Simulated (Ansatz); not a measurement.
# Zn2C (fluorite type): the cost of one run

Computed with Ansatz 0.2.0 (DFT PBE, scalar-relativistic, unless a step's input says otherwise).

1 further run of the same task is left out (set aside as unsound or not needed).

### Step 1. The system as given

The structure is cubic, space group Fm-3m (No. 225). Conventional cell: a = 5.209 Å, b = 5.209 Å, c = 5.209 Å, α = 90.00°, β = 90.00°, γ = 90.00°. C (site symmetry m-3m) has 8 Zn at 2.26 Å as nearest neighbours. Around Zn (site symmetry -43m) lie 4 C at 2.26 Å.

Structure file:

```
C Zn
1.0
     0.00000    2.60443    2.60443
     2.60443    0.00000    2.60443
     2.60443    2.60443    0.00000
C Zn
1 2
Direct
  0.00000 0.00000 0.00000
  0.25000 0.25000 0.25000
  0.75000 0.75000 0.75000
```

Atoms are numbered in the order of the input: C1, Zn2, Zn3.

### Step 2. After the deformation

Space group Fm-3m before, Immm after.

### Step 3. All-electron LAPW

The input, input.yaml:

```yaml
crystal:
  lattice:
    - [-0.0195331916, 2.6044255414, 2.6044255414]
    - [2.6044255414, -0.0195331916, 2.6044255414]
    - [2.5848923498, 2.5848923498, 0.0]
  atoms:
    - { symbol: C, position: [0.0, 0.0, 0.0] }
    - { symbol: Zn, position: [0.25, 0.25, 0.25] }
    - { symbol: Zn, position: [0.75, 0.75, 0.75] }
kpoints:
  mp_grid: { grid: [11, 11, 11] }
scf:
  occupations: { method: fermi_dirac, width: 0.08 }
hamiltonian:
  xc: pbe
  pseudopotentials: { kind: all_electron, lapw: { basis_error: 0.0005 } }
output:
  forces: true
  stress: true
  eigenvalues: true
```

Run with:

```
> ansatz run input.yaml --threads 1 --pin off --max-ram 4096MiB --backend cpu --events-out ev --progress --plain --runs-dir out
```

**Question.** How long does this run take on 1 thread of Intel Xeon at 2.50GHz (Skylake/Cascade Lake), shared host, and how much memory does it need?

About 2.6 min, with a peak of 0.88 GiB.
